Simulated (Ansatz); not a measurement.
# H6SeSi: the cost of one run

Method: PBE0-D4/def2-SVP; program: Ansatz 0.2.0, Gaussian basis.

23 further runs of the same task are left out: 1 that didn't finish, 22 set aside as unsound or not needed.

**1. Starting geometry**

The first end: 8 atoms, charge 0, spin multiplicity 1.

Atoms are counted from 1 here; the program's logs count them from 0.

Bond lengths: Si1–H2 1.485 Å, Si1–H3 1.483 Å, Si1–H4 1.488 Å, Si1–H5 1.484 Å, H6–Se7 1.467 Å, Se7–H8 1.467 Å. Angles: H2–Si1–H3 110.0°, H2–Si1–H4 108.8°, H2–Si1–H5 109.9°, H3–Si1–H4 109.1°, H3–Si1–H5 110.1°, H4–Si1–H5 109.0°, H6–Se7–H8 91.2°.

As a file:

```xyz
8
charge 0, multiplicity 1
Si   -0.4598   -0.7442   -1.1476
H    -0.9471   -1.0896    0.2116
H     1.0025   -0.9773   -1.2355
H    -1.1508   -1.6117   -2.1391
H    -0.7700    0.6752   -1.4489
H     1.1776    0.3426    2.4003
Se    1.2546    1.4975    1.4992
H    -0.1067    1.9077    1.8600
```

The second end:

```xyz
8
H6SeSi
Si    0.05962    0.35839   -1.04182
H    -0.27231   -2.44176    1.68556
H     1.13304   -0.55577   -1.50029
H    -1.18195   -0.40759   -0.77102
H    -0.21490    1.38158   -2.08120
H    -0.06034   -1.72783    1.74952
Se    0.88035    1.30756    0.86218
H    -0.34340    2.08563    1.09696
```

**2. The band at PBE0-D4/def2-SVP**

neb/in.yaml reads:

```yaml
crystal:
  periodic: [false, false, false]
  atoms:
    - {symbol: Si, position_ang: [-0.459837, -0.744235, -1.147637]}
    - {symbol: H, position_ang: [-0.947141, -1.089600, 0.211553]}
    - {symbol: H, position_ang: [1.002509, -0.977266, -1.235464]}
    - {symbol: H, position_ang: [-1.150850, -1.611707, -2.139124]}
    - {symbol: H, position_ang: [-0.770011, 0.675153, -1.448950]}
    - {symbol: H, position_ang: [1.177607, 0.342619, 2.400291]}
    - {symbol: Se, position_ang: [1.254563, 1.497500, 1.499222]}
    - {symbol: H, position_ang: [-0.106739, 1.907739, 1.860008]}
basis:
  gaussian: {orbitals: def2-SVP}
hamiltonian: {xc: pbe0, dispersion: d4}
neb:
  images: 5
  climbing: true
  max_iterations: 40
  initial_path: idpp
  final_atoms:
    - {symbol: Si, position_ang: [0.059623, 0.358389, -1.041816]}
    - {symbol: H, position_ang: [-0.272315, -2.441761, 1.685563]}
    - {symbol: H, position_ang: [1.133039, -0.555772, -1.500287]}
    - {symbol: H, position_ang: [-1.181945, -0.407587, -0.771025]}
    - {symbol: H, position_ang: [-0.214901, 1.381577, -2.081197]}
    - {symbol: H, position_ang: [-0.060342, -1.727833, 1.749521]}
    - {symbol: Se, position_ang: [0.880345, 1.307557, 0.862177]}
    - {symbol: H, position_ang: [-0.343401, 2.085631, 1.096964]}
```

Started as:

```sh
$ ansatz run in.yaml --threads 2 --pin off --events-out ev --progress --plain --max-ram 4352MiB
```

**Question.** How long does this run take on 2 threads of Arm Neoverse V1, shared host?

About 2.5 min.
